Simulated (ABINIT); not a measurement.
# TaAs (I4_1md) in ABINIT: convergence with pawecutdg

Aim: find how far pawecutdg must go before the results for TaAs settle, at PBEsol. This setting moves, with any that are tied to it; all else stays.

Program: ABINIT 10.8.3 (patched build). These are calculated values, not measurements. Logs are shortened: lines on timing, memory, paths and dates and some standing lists are left out, and cuts for length are marked. The log counts tension as positive stress, the text compression.

**1. The structure**

The structure is tetragonal, space group I4_1md (No. 109). Conventional cell: a = 3.444 Å, b = 3.444 Å, c = 11.736 Å, α = 90.00°, β = 90.00°, γ = 90.00°. Ta (site symmetry 2mm) is surrounded by 6 As at 2.61 to 2.62 Å. Around As (site symmetry 2mm) lie 6 Ta at 2.61 to 2.62 Å.

The cell is a database's computed one.

**2. With pawecutdg 19 Ha**

File run.abi:

```
# Pseudopotentials
pp_dirpath "./"
pseudos "Ta.GGA_PBE-JTH.xml, As.GGA_PBE-JTH.xml"

# Structure
acell 3*1.0 Angstrom
rprim
    -1.7218133622     1.7218133622     5.8679415361
     1.7218133622    -1.7218133622     5.8679415361
     1.7218133622     1.7218133622    -5.8679415361
ntypat 2
znucl 73 33
natom 4
typat 1 1 2 2
xcart
     0.0000000000     0.0000000000    11.0880772109
     3.2537556923     0.0000000000     5.5436760016
     0.0000000000     0.0000000000     1.8325825042
     0.0000000000     3.2537556923     7.3769837135

# Plane-wave basis
ecut 19.0
pawecutdg 19.0
pawxcdev 0

# k points
kptopt 1
ngkpt 8 8 8
nshiftk 1
shiftk 0.0 0.0 0.0

# Exchange and correlation
ixc -116133

# Bands and occupations
nband 34
occopt 6
tsmear 0.1 eV

# SCF cycle
nstep 100
tolvrs 1.0e-9

# Output
iomode 3
prtwf 0
prtden 0
prteig 0
prtebands 0
enunit 2
```

Potentials or basis: JTH PAW PBE v2.0.

Command:

```
abinit run.abi > log 2>&1
```

Run time: 5.7 min. Hardware: 1 thread of Arm Neoverse V1, shared host; peak memory 0.22 GiB.

Results (log left out):

- Free energy: -9410.6876 eV
- Pressure: -3.6 GPa
- Largest force: 0.020 eV/Å
- Band gap on the k mesh: none (metal or under the smearing width)
- Valence electrons inside the program's atomic spheres: Ta 10.57; As 12.80

**3. With pawecutdg 22.8**

run.abi: that of step 2 with these lines changed.

```diff
@@ -22,3 +22,3 @@
 ecut 19.0
-pawecutdg 19.0
+pawecutdg 22.8
 pawxcdev 0
```

Potentials or basis: JTH PAW PBE v2.0.

Command:

```
abinit run.abi > log 2>&1
```

Wall time 6.4 min (1 thread of Arm Neoverse V1, shared host); peak memory 0.24 GiB.

It converged, with:

```
Free energy                                           : -9410.6857 eV
Pressure                                              : -3.8 GPa
Largest force                                         : 0.022 eV/Å
Band gap on the k mesh                                : none (metal or under the smearing width)
Valence electrons inside the program's atomic spheres : Ta 10.56; As 12.82
```

**4. With pawecutdg 28.5**

run.abi: that of step 3 with these lines changed.

```diff
@@ -22,3 +22,3 @@
 ecut 19.0
-pawecutdg 22.8
+pawecutdg 28.5
 pawxcdev 0
```

Command:

```
abinit run.abi > log 2>&1
```

It took 6.8 min on 1 thread of Arm Neoverse V1, shared host; peak memory 0.27 GiB.

It converged, with:

```
Free energy                                           : -9410.6885 eV
Pressure                                              : -3.7 GPa
Largest force                                         : 0.022 eV/Å
Band gap on the k mesh                                : none (metal or under the smearing width)
Valence electrons inside the program's atomic spheres : Ta 10.56; As 12.82
```

**5. With pawecutdg 34.2**

run.abi: that of step 4 with these lines changed.

```diff
@@ -22,3 +22,3 @@
 ecut 19.0
-pawecutdg 28.5
+pawecutdg 34.2
 pawxcdev 0
```

Command:

```
abinit run.abi > log 2>&1
```

It took 6.5 min on 1 thread of Arm Neoverse V1, shared host; peak memory 0.29 GiB.

The run converged. Its results:

```yaml
Free_energy: -9410.6885 eV
Pressure: -3.7 GPa
Largest_force: 0.025 eV/Å
Band_gap_on_the_k_mesh: none (metal or under the smearing width)
Valence_electrons_inside_the_program's_atomic_spheres: Ta 10.56; As 12.81
```

**6. With pawecutdg 41.8**

run.abi: that of step 5 with these lines changed.

```diff
@@ -22,3 +22,3 @@
 ecut 19.0
-pawecutdg 34.2
+pawecutdg 41.8
 pawxcdev 0
```

Potentials or basis: JTH PAW PBE v2.0.

Command:

```
abinit run.abi > log 2>&1
```

Run time: 7.2 min. Hardware: 1 thread of Arm Neoverse V1, shared host; peak memory 0.33 GiB.

Results (log left out):

```
Free energy                                           : -9410.6879 eV
Pressure                                              : -3.7 GPa
Largest force                                         : 0.024 eV/Å
Band gap on the k mesh                                : none (metal or under the smearing width)
Valence electrons inside the program's atomic spheres : Ta 10.56; As 12.82
```

**7. With pawecutdg 51.3**

run.abi: that of step 6 with these lines changed.

```diff
@@ -22,3 +22,3 @@
 ecut 19.0
-pawecutdg 41.8
+pawecutdg 51.3
 pawxcdev 0
```

Command:

```
abinit run.abi > log 2>&1
```

It took 7.2 min on 1 thread of Arm Neoverse V1, shared host; peak memory 0.4 GiB.

Results (log left out):

* Free energy: -9410.6885 eV
* Pressure: -3.7 GPa
* Largest force: 0.025 eV/Å
* Band gap on the k mesh: none (metal or under the smearing width)
* Valence electrons inside the program's atomic spheres: Ta 10.56; As 12.82

**8. With pawecutdg 62.7**

run.abi: that of step 7 with these lines changed.

```diff
@@ -22,3 +22,3 @@
 ecut 19.0
-pawecutdg 51.3
+pawecutdg 62.7
 pawxcdev 0
```

Potentials or basis: JTH PAW PBE v2.0.

Command:

```
abinit run.abi > log 2>&1
```

run.abo:

```text
.Version 10.8.3 of ABINIT
 Symmetries : space group I4_1 m d (#109); Bravais tI (body-center tetrag.)
================================================================================
 Values of the parameters that define the memory need of the present run
     intxc =       0    ionmov =       0      iscf =      17    lmnmax =      18
     lnmax =       6     mgfft =      48  mpssoang =       3    mqgrid =    3001
     natom =       4  nloc_mem =       2    nspden =       1   nspinor =       1
    nsppol =       1      nsym =       8    n1xccc =       1    ntypat =       2
    occopt =       6   xclevel =       2
       mpw =        1876          nfft =      110592          nkpt =          59
 PAW method is used; the additional fine FFT grid is defined by:
   mgfftf=        90    nfftf =    729000
================================================================================
================================================================================

--------------------------------------------------------------------------------
------------- Echo of variables that govern the present computation ------------
--------------------------------------------------------------------------------
 -outvars: echo values of preprocessed input variables --------
            acell      1.8897261259E+00  1.8897261259E+00  1.8897261259E+00 Bohr
              amu      1.80947900E+02  7.49215900E+01
             ecut      1.90000000E+01 Hartree
           enunit           2
                       outvar_i_n : Printing only first  50 k-points.
              ixc     -116133
                       outvar_i_n : Printing only first  50 k-points.
         kptrlatt        8    0    0      0    8    0      0    0    8
          kptrlen      5.20600911E+01
            natom           4
            nband          34
            ngfft          48      48      48
          ngfftdg          90      90      90
             nkpt          59
            nstep         100
             nsym           8
           ntypat           2
                       prtocc : prtvol=0, do not print more k-points.
           occopt           6
        pawecutdg      6.27000000E+01 Hartree
         pawxcdev           0
           prtden           0
        prtebands           0
           prteig           0
            prtwf           0
            rprim     -1.7218133622E+00  1.7218133622E+00  5.8679415361E+00
                       1.7218133622E+00 -1.7218133622E+00  5.8679415361E+00
                       1.7218133622E+00  1.7218133622E+00 -5.8679415361E+00
          spgroup         109
           tolvrs      1.00000000E-09
           tsmear      3.67493222E-03 Hartree
            typat      1  1  2  2
           useylm           1
                       outvars : Printing only first  50 k-points.
           xangst     -5.7851201396E-10 -5.2790395691E-17  5.8675577707E+00
                       1.7218133616E+00  2.3607749834E-16  2.9335870027E+00
                      -5.7851206229E-10  1.9435202422E-17  9.6976089766E-01
                      -5.7851213988E-10  1.7218133622E+00  3.9037316657E+00
            xcart     -1.0932292669E-09 -9.9759389934E-17  1.1088077215E+01
[... 177 lines left out ...]
  -1.12077   -1.12071   -1.12065   -1.12045   -1.09536   -1.09295   -1.09295   -1.08838
  -1.08838   -1.08629   -0.32671   -0.23460   -0.06883    0.07324    0.09735    0.09735
   0.10137    0.11598    0.12812    0.12812    0.22176    0.24592    0.27314    0.30189
   0.30189    0.31134
      occupation numbers for kpt#   1
   2.00000    2.00000    2.00000    2.00000    2.00000    2.00000    2.00000    2.00000
   2.00000    2.00000    2.00000    2.00000    2.00000    2.00000    2.00000    2.00000
   2.00000    2.00000    2.00000    2.00000    2.00000    2.00000    2.00000    2.00000
   2.00000    2.00000    2.00000    2.00000    0.00000    0.00000    0.00000    0.00000
   0.00000    0.00000
 prteigrs : prtvol=0 or 1, do not print more k-points.

 Fermi (or HOMO) energy (eV) =   5.14053   Average Vxc (eV)= -11.87434
 Eigenvalues (   eV  ) for nkpt=  59  k points:
 kpt#   1, nband= 34, wtk=  0.00195, kpt=  0.0000  0.0000  0.0000 (reduced coord)
 -63.25648  -63.24645  -30.54918  -30.54918  -30.51970  -30.51225  -30.50172  -30.50172
 -30.49769  -30.49612  -30.49446  -30.48887  -29.80617  -29.74056  -29.74056  -29.61632
 -29.61631  -29.55934   -8.89014   -6.38372   -1.87301    1.99302    2.64903    2.64903
   2.75843    3.15605    3.48632    3.48632    6.03431    6.69173    7.43247    8.21480
   8.21480    8.47208
 prteigrs : prtvol=0 or 1, do not print more k-points.

--- !EnergyTerms
iteration_state     : {dtset: 1, }
comment             : Components of total free energy in Hartree
kinetic             :  2.00891059916173E+01
hartree             :  7.62209444080805E+01
xc                  : -2.05610864035772E+01
Ewald energy        : -2.27827661806567E+02
psp_core            :  2.39329142687526E+01
local_psp           : -1.81368660970132E+02
PAW spherical_terms : -3.63219356228870E+01
internal            : -3.45836380134712E+02
'-kT*entropy'       : -3.87243814661501E-05
total_energy        : -3.45836418859094E+02
total_energy_eV     : -9.41068837150167E+03
...

--- !EnergyTermsDC
iteration_state     : {dtset: 1, }
comment             : '"Double-counting" decomposition of free energy'
band_energy         : -4.48006815672864E+01
Ewald energy        : -2.27827661806567E+02
psp_core            :  2.39329142687526E+01
xc_dc               : -8.30452266576789E+01
PAW spherical_terms : -1.40957265384309E+01
internal            : -3.45836382301210E+02
'-kT*entropy'       : -3.87243814661501E-05
total_energy_dc     : -3.45836421025592E+02
total_energy_dc_eV  : -9.41068843045509E+03
...

--- !EnergyTermsWithPAWCore
iteration_state     : {dtset: 1, }
comment             : 'Components of total free energy, including PAW core contributions'
Total energy        : -3.57195480944697E+04
Total energy DC     : -3.57195480966362E+04
Total energy (eV)   : -9.71978419730508E+05
Total energy DC (eV): -9.71978419789462E+05
...

 Cartesian components of stress tensor (hartree/bohr^3)
  sigma(1 1)=  1.22594108E-04  sigma(3 2)=  0.00000000E+00
  sigma(2 2)=  1.22594108E-04  sigma(3 1)=  0.00000000E+00
  sigma(3 3)=  1.32269862E-04  sigma(2 1)=  0.00000000E+00

-Cartesian components of stress tensor (GPa)         [Pressure= -3.7017E+00 GPa]
- sigma(1 1)=  3.60684318E+00  sigma(3 2)=  0.00000000E+00
- sigma(2 2)=  3.60684318E+00  sigma(3 1)=  0.00000000E+00
- sigma(3 3)=  3.89151369E+00  sigma(2 1)=  0.00000000E+00

== END DATASET(S) ==============================================================
================================================================================

 -outvars: echo values of variables after computation  --------
            acell      1.8897261259E+00  1.8897261259E+00  1.8897261259E+00 Bohr
           etotal     -3.4583642103E+02
            fcart      7.2462229752E-20  1.8252121128E-20  4.7376763828E-04
                      -1.6924422952E-19 -2.2345433815E-19  4.7376763828E-04
                       3.5957987497E-20  9.0168096121E-20 -4.7376763828E-04
                       6.0824012276E-20  1.1503412090E-19 -4.7376763828E-04
            rprim     -1.7218133622E+00  1.7218133622E+00  5.8679415361E+00
                       1.7218133622E+00 -1.7218133622E+00  5.8679415361E+00
                       1.7218133622E+00  1.7218133622E+00 -5.8679415361E+00
           strten      1.2259410801E-04  1.2259410801E-04  1.3226986192E-04
                       0.0000000000E+00  0.0000000000E+00  0.0000000000E+00
           xangst     -5.7851201396E-10 -5.2790395691E-17  5.8675577707E+00
                       1.7218133616E+00  2.3607749834E-16  2.9335870027E+00
                      -5.7851206229E-10  1.9435202422E-17  9.6976089766E-01
                      -5.7851213988E-10  1.7218133622E+00  3.9037316657E+00
             xred      4.9996729983E-01  4.9996729966E-01 -1.6799499860E-10
                       2.4996729983E-01  7.4996729966E-01  4.9999999983E-01
                       8.2632119943E-02  8.2632119775E-02 -1.6799499166E-10
                       8.3263211994E-01  3.3263211978E-01  4.9999999983E-01
 Calculation completed.
```

Run time: 7.3 min. Hardware: 1 thread of Arm Neoverse V1, shared host; peak memory 0.49 GiB.

What came out:

```
Free energy                                           : -9410.6884 eV
Pressure                                              : -3.7 GPa
Largest force                                         : 0.024 eV/Å
Band gap on the k mesh                                : none (metal or under the smearing width)
Valence electrons inside the program's atomic spheres : Ta 10.56; As 12.82
```

**9. The series at a glance**

| pawecutdg | energy less the tightest run (meV/atom) | pressure (GPa) | largest force (eV/Å) | SCF cycles | CPU time (s) | peak memory (GiB) |
| --- | --- | --- | --- | --- | --- | --- |
| 19 Ha | 0.21 | -3.64 | 0.020 | 14 | 340 | 0.22 |
| 22.8 | 0.68 | -3.78 | 0.022 | 16 | 380 | 0.24 |
| 28.5 | -0.02 | -3.69 | 0.022 | 17 | 410 | 0.27 |
| 34.2 | -0.03 | -3.72 | 0.025 | 16 | 390 | 0.29 |
| 41.8 | 0.13 | -3.71 | 0.024 | 18 | 430 | 0.33 |
| 51.3 | -0.01 | -3.70 | 0.025 | 18 | 430 | 0.4 |
| 62.7 | 0.00 | -3.70 | 0.024 | 18 | 440 | 0.49 |

Against the tightest run, the energy stays within 1 meV/atom from 19 Ha on; the pressure stays within 0.1 GPa from 19 Ha on; the largest force stays within 0.005 eV/Å from 19 Ha on. The tightest run that finished is the yardstick and may itself not be fully converged.

Caveats: the PAW data sets were made with another functional, which shifts forces and pressure a little.
